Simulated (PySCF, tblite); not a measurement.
# C5H9N3Si: geometry, infrared bands and NMR shifts

What infrared bands and NMR shifts should C5H9N3Si (`CN[SiH2]c1ncccn1`) show?

The runs use tblite 0.8.0 and PySCF 2.14.0, with density-fitted response routines of our own; the level of theory stands in each step. All values are computed, except where a source is named. Atoms count from 0, in the outputs and in this text.

**1. The starting structure**

18 atoms, charge 0, multiplicity 1; geometry from: force field or distance geometry start.

Bonds of the start (Å): C0–N1 1.45, N1–Si2 1.77, Si2–C3 1.85, C3–N4 1.37, N4–C5 1.35, C5–C6 1.39, C6–C7 1.39, C7–N8 1.36, N8–C3 1.33, C0–H9 1.10, C0–H10 1.08, C0–H11 1.12, N1–H12 1.08, Si2–H13 1.47, Si2–H14 1.48, C5–H15 1.08, C6–H16 1.10, C7–H17 1.08.

**2. Relaxing the molecule with GFN2-xTB**

What the job is given:

```
{"job": {"kind": "relax", "xc": "GFN2-xTB", "basis": "xTB"}, "charge": 0, "multiplicity": 1}
C      3.219300    -0.275200     0.668700
N      2.079900    -0.873000    -0.004500
Si     1.185800     0.238700    -1.045700
C     -0.587700     0.270900    -0.530100
N     -1.102900    -0.910100    -0.066200
C     -2.382700    -1.015300     0.335600
C     -3.184900     0.115600     0.297200
C     -2.650500     1.313200    -0.152900
N     -1.351700     1.359200    -0.562200
H      3.768400    -1.103600     1.149600
H      3.862300     0.176200    -0.076700
H      2.887400     0.435200     1.468300
H      1.426200    -1.288900     0.742800
H      1.797600     1.575500    -0.969800
H      1.320400    -0.270400    -2.426100
H     -2.763700    -1.959000     0.702200
H     -4.232200     0.041600     0.639200
H     -3.299800     2.175900    -0.181200
```

Command:

```
OMP_NUM_THREADS=1 python probes_run.py task.json out
```

The driver reads the jobs from task.json and runs them one after another.

**Question.** This job is followed by: GFN2-xTB harmonic vibrations, gas phase; GIAO PBE0/pcSseg-1 NMR shielding, non-relativistic, gas phase. Predict these results of the whole session: strongest single infrared mode (GFN2-xTB); zero-point energy (GFN2-xTB); ¹³C shifts against TMS (PBE0/pcSseg-1, means over atoms taken as alike); ¹H shifts against TMS (PBE0/pcSseg-1, means over atoms taken as alike); ¹⁵N shifts against NH3 (PBE0/pcSseg-1, means over atoms taken as alike); ²⁹Si shifts against TMS (PBE0/pcSseg-1).

As calculated:

| quantity | value |
| --- | --- |
| strongest single infrared mode (GFN2-xTB) | 2142 cm⁻¹, 374 km/mol |
| zero-point energy (GFN2-xTB) | 83.6 kcal/mol |
| ¹³C shifts against TMS (PBE0/pcSseg-1, means over atoms taken as alike) | 182.7, 161.1, 125.5, 31.3 ppm |
| ¹H shifts against TMS (PBE0/pcSseg-1, means over atoms taken as alike) | 9.01, 7.25, 5.27, 2.98, 1.29 ppm |
| ¹⁵N shifts against NH3 (PBE0/pcSseg-1, means over atoms taken as alike) | 350.1, 8.7 ppm |
| ²⁹Si shifts against TMS (PBE0/pcSseg-1) | -50.7 ppm |

**Reading.** Relaxing lowered the energy by 0.636 eV in 159 steps; the close pair that moved most is N1–H12, from 1.076 to 1.010 Å. All 48 modes are real, so the xTB geometry is a minimum. The strongest single mode, at 2142 cm⁻¹, moves mainly H14. Unscaled tight-binding wavenumbers are off by several per cent, some by more. Its intensities can rank the bands wrongly. At PBE0/pcSseg-1: The widest tensor belongs to N4, N8: span 650 ppm, with a paramagnetic part of -416 ppm. NICS(1)zz of -27 ppm above the planar ring from C3 marks a diatropic (aromatic) ring current.
